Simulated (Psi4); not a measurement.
**InH2OF (SMILES [OH][InH][F]): HF/STO-3G**

Aim: the vertical singlet–triplet gap of InH2OF at HF/STO-3G, from 2 runs. 

The results are computed with Psi4 1.11.

6 further runs of the same task are left out: 4 that didn't finish, 2 set aside as unsound or not needed.

## Step 1: Starting point

InH2OF: 5 atoms, total charge 0, spin state singlet. SMILES: `[OH][InH][F]`. Geometry: relaxed at PBE0-D4/def2-TZVP. This is a higher conformer, about 10 kJ/mol above the lowest found by a separate search.

Bond lengths: O1–In2 1.966 Å, In2–F3 1.944 Å, O1–H4 0.960 Å, In2–H5 1.691 Å. Angles: O1–In2–F3 106.4°, O1–In2–H5 133.9°, F3–In2–H5 119.7°, In2–O1–H4 113.6°.

## Step 2: Energy and gradient at HF/STO-3G

File fh2ino.json:

```json
{
 "schema_name": "qcschema_input",
 "schema_version": 1,
 "molecule": {
  "schema_name": "qcschema_molecule",
  "schema_version": 2,
  "symbols": ["O", "In", "F", "H", "H"],
  "geometry": [-2.41790458, -0.65365627, -1.09112786, 0.90725751, 0.08031336, 0.39684249, 2.24102621, -3.12692982, 1.59020453, -3.26015551, 0.81220429, -1.74931947, 2.62388472, 2.74898459, 0.77516566],
  "molecular_charge": 0,
  "molecular_multiplicity": 1,
  "fix_symmetry": "c1",
  "fix_com": true,
  "fix_orientation": true
 },
 "driver": "gradient",
 "model": {
  "method": "scf",
  "basis": "STO-3G"
 },
 "keywords": {
  "puream": true,
  "e_convergence": 1e-09,
  "d_convergence": 1e-08,
  "scf_type": "pk"
 }
}
```

Run with:

```
psi4 --qcschema fh2ino.json -n 1 --memory 2200MB
```

stdout:

```text
[...]
  Running in c1 symmetry.
[...]
  Nuclear repulsion =  271.911641695410538
[...]
  Multiplicity = 1
[...]
  Nalpha       = 34
  Nbeta        = 34
[...]
    Number of basis functions: 39
[...]
   @RHF iter   1: -5855.72873419321695   -3.74340e+00   1.16931e-02 ADIIS/DIIS
[...]
   @RHF iter  11: -5855.91542886258412   -8.18545e-12   8.69121e-09 DIIS
[...]
    Orbital Energies [Eh]
    ---------------------
    Doubly Occupied:
       1A   -986.884781     2A   -146.021156     3A   -138.033218
       4A   -138.031735     5A   -138.031381     6A    -27.708997
       7A    -25.724130     8A    -24.729047     9A    -24.724266
      10A    -24.723708    11A    -20.133605    12A    -16.594728
      13A    -16.594536    14A    -16.593743    15A    -16.589171
      16A    -16.588619    17A     -4.250874    18A     -3.072352
      19A     -3.062237    20A     -3.058921    21A     -1.322327
      22A     -1.172058    23A     -0.581167    24A     -0.567019
      25A     -0.565976    26A     -0.565174    27A     -0.563421
      28A     -0.487091    29A     -0.427253    30A     -0.362450
      31A     -0.355616    32A     -0.323853    33A     -0.317834
      34A     -0.298606
[...]
  @RHF Final Energy: -5855.91542886258412
   => Energetics <=
    Nuclear Repulsion Energy =            271.9116416954105375
    One-Electron Energy =               -8657.5320424942692625
    Two-Electron Energy =                2529.7049719362739779
    Total Energy =                      -5855.9154288625841218
[...]
 Multipole Moments:
 ------------------------------------------------------------------------------------
     Multipole            Electronic (a.u.)      Nuclear  (a.u.)        Total (a.u.)
 ------------------------------------------------------------------------------------
 L = 1.  Multiply by 2.5417464519 to convert [e a0] to [Debye]
 Dipole X            :        -44.6052256           44.6453465            0.0401208
 Dipole Y            :         26.9279716          -25.8750750            1.0528966
 Dipole Z            :        -24.2139093           24.0539461           -0.1599632
 Magnitude           :                                                    1.0657341
[...]
  -Total Gradient:
     Atom            X                  Y                   Z
    ------   -----------------  -----------------  -----------------
       1       -0.043990058772     0.024519759312    -0.025513520928
       2        0.000360984015     0.007801681172    -0.001160091472
       3        0.011522986852    -0.026571378656     0.010117482251
       4        0.012484695551    -0.031215588700     0.011372394954
       5        0.019621391630     0.025465526772     0.005183735059
[...]
```

The result, in JSON:

```text
{
 "driver": "gradient",
 "model": {
  "method": "scf",
  "basis": "STO-3G"
 },
 "success": true,
 "return_result": [-0.043990058772386584, 0.024519759311528833, -0.025513520928093586, 0.0003609840149341216, 0.007801681171558494, -0.0011600914722147762, 0.011522986852034331, -0.026571378656418204, 0.010117482250790899, 0.012484695551043035, -0.031215588699882058, 0.01137239495383377, 0.01962139163019913, 0.025465526772107144, 0.005183735058747894],
 "properties": {
  "calcinfo_nbasis": 39,
  "calcinfo_nmo": 39,
  "calcinfo_nalpha": 34,
  "calcinfo_nbeta": 34,
  "calcinfo_natom": 5,
  "nuclear_repulsion_energy": 271.91164169541054,
  "return_energy": -5855.915428862584,
  "return_gradient": [-0.043990058772386584, 0.024519759311528833, -0.025513520928093586, 0.0003609840149341216, 0.007801681171558494, -0.0011600914722147762, 0.011522986852034331, -0.026571378656418204, 0.010117482250790899, 0.012484695551043035, -0.031215588699882058, 0.01137239495383377, 0.01962139163019913, 0.025465526772107144, 0.005183735058747894],
  "scf_one_electron_energy": -8657.53204249427,
  "scf_two_electron_energy": 2529.704971936274,
  "scf_dipole_moment": [0.040120843005198026, 1.0528966217269868, -0.15996324052556332],
  "scf_total_energy": -5855.915428862584,
  "scf_total_gradient": [-0.043990058772386584, 0.024519759311528833, -0.025513520928093586, 0.0003609840149341216, 0.007801681171558494, -0.0011600914722147762, 0.011522986852034331, -0.026571378656418204, 0.010117482250790899, 0.012484695551043035, -0.031215588699882058, 0.01137239495383377, 0.01962139163019913, 0.025465526772107144, 0.005183735058747894],
  "scf_iterations": 11
 }
}
```

It took 5.1 s on 1 thread of Intel Xeon at 2.50GHz (Skylake/Cascade Lake), shared host; peak memory 0.2 GiB.

## Step 3: The triplet

File fh2ino.xyz:

```xyz
5
FH2InO
O     -1.279500    -0.345900    -0.577400
In     0.480100     0.042500     0.210000
F      1.185900    -1.654700     0.841500
H     -1.725200     0.429800    -0.925700
H      1.388500     1.454700     0.410200
```

File fh2ino_ase.py:

```python
import numpy as np
from ase.calculators.psi4 import Psi4
from ase.io import read

atoms = read('fh2ino.xyz')
calc = Psi4(atoms=atoms, method='hf', basis='STO-3G', memory='2200MB', num_threads=1, charge=0, multiplicity=3, label='psi4-calc', reference='uhf')
calc.psi4.set_options({'puream': True, 'e_convergence': 1e-09, 'd_convergence': 1e-08, 'scf_type': 'pk', 'maxiter': 100})
atoms.calc = calc

forces = atoms.get_forces()
print(f'energy: {atoms.get_potential_energy():.6f} eV')
print('forces / eV A^-1')
print(np.round(forces, 5))
```

Run with:

```
python fh2ino_ase.py
```

psi4-calc.dat, shortened:

```text
[...]
  Running in c1 symmetry.
[...]
  Nuclear repulsion =  271.911641563734690
[...]
  Multiplicity = 3
[...]
  Nalpha       = 35
  Nbeta        = 33
[...]
    Number of basis functions: 39
[...]
   @UHF iter   1: -5855.48620038892386   -3.50087e+00   1.36364e-02 DIIS/ADIIS
[...]
   @UHF iter  20: -5855.73879149470849   -8.18545e-12   6.28802e-09 DIIS
[...]
   @S^2 Observed:                2.054968022E+00
[...]
  @UHF Final Energy: -5855.73879149470849
   => Energetics <=
    Nuclear Repulsion Energy =            271.9116415637346904
    One-Electron Energy =               -8659.4391842001423356
    Two-Electron Energy =                2531.7887511416997768
    Total Energy =                      -5855.7387914947084937
  UHF NO Occupations:
  HONO-2 :   33  A 1.9794399
  HONO-1 :   34  A 1.0000000
[...]
 Multipole Moments:
 ------------------------------------------------------------------------------------
     Multipole            Electronic (a.u.)      Nuclear  (a.u.)        Total (a.u.)
 ------------------------------------------------------------------------------------
 L = 1.  Multiply by 2.5417464519 to convert [e a0] to [Debye]
 Dipole X            :          1.2696382           -3.4778856           -2.2082474
 Dipole Y            :          1.1995731           -0.3405362            0.8590369
 Dipole Z            :          0.4117876           -1.6289075           -1.2171199
 Magnitude           :                                                    2.6637721
[...]
  -Total Gradient:
     Atom            X                  Y                   Z
    ------   -----------------  -----------------  -----------------
       1        0.018149894533     0.051437160315     0.000028249467
       2       -0.095477958665    -0.032831842355    -0.040680290375
       3        0.010446221232     0.001097823981     0.004869354861
       4        0.034059505687    -0.045732263391     0.024310878299
       5        0.032822337233     0.026029121093     0.011471807740
[...]
```

Standard output:

```text
energy: -159342.768713 eV
forces / eV A^-1
[[-9.33310e-01 -2.64501e+00 -1.45000e-03]
 [ 4.90967e+00  1.68828e+00  2.09186e+00]
 [-5.37170e-01 -5.64500e-02 -2.50390e-01]
 [-1.75141e+00  2.35165e+00 -1.25012e+00]
 [-1.68779e+00 -1.33847e+00 -5.89900e-01]]
```

It took 6.6 s on 1 thread of Intel Xeon at 2.50GHz (Skylake/Cascade Lake), shared host; peak memory 0.21 GiB.

## Step 4: Results

Level: HF/STO-3G.

| quantity | value |
| --- | --- |
| singlet: total energy | -5855.91543 Eh |
| singlet: dipole moment | 2.71 D |
| singlet: HOMO energy | -8.13 eV |
| singlet: LUMO energy | 6.41 eV |
| singlet: HOMO–LUMO gap | 14.53 eV |
| singlet: largest force on an atom | 2.903 eV/Å |
| triplet: total energy | -5855.73879 Eh |
| triplet: dipole moment | 6.77 D |
| triplet: HOMO energy (highest over α and β) | -0.91 eV |
| triplet: LUMO energy (lowest over α and β) | 3.84 eV |
| triplet: ⟨S²⟩ | 2.055 |
| triplet: largest force on an atom | 5.597 eV/Å |
| vertical energy of the triplet above the singlet | 4.807 eV |

At this shape the triplet lies 4.81 eV (111 kcal/mol) above the singlet. The largest force (singlet) is 2.90 eV/Å: the shape isn't a stationary point for this species at this level. In a minimal basis such a difference can be off by several eV, whatever the method. Relativity is left out (singlet) although the molecule holds a heavy atom. Relativity is left out (triplet) although the molecule holds a heavy atom.
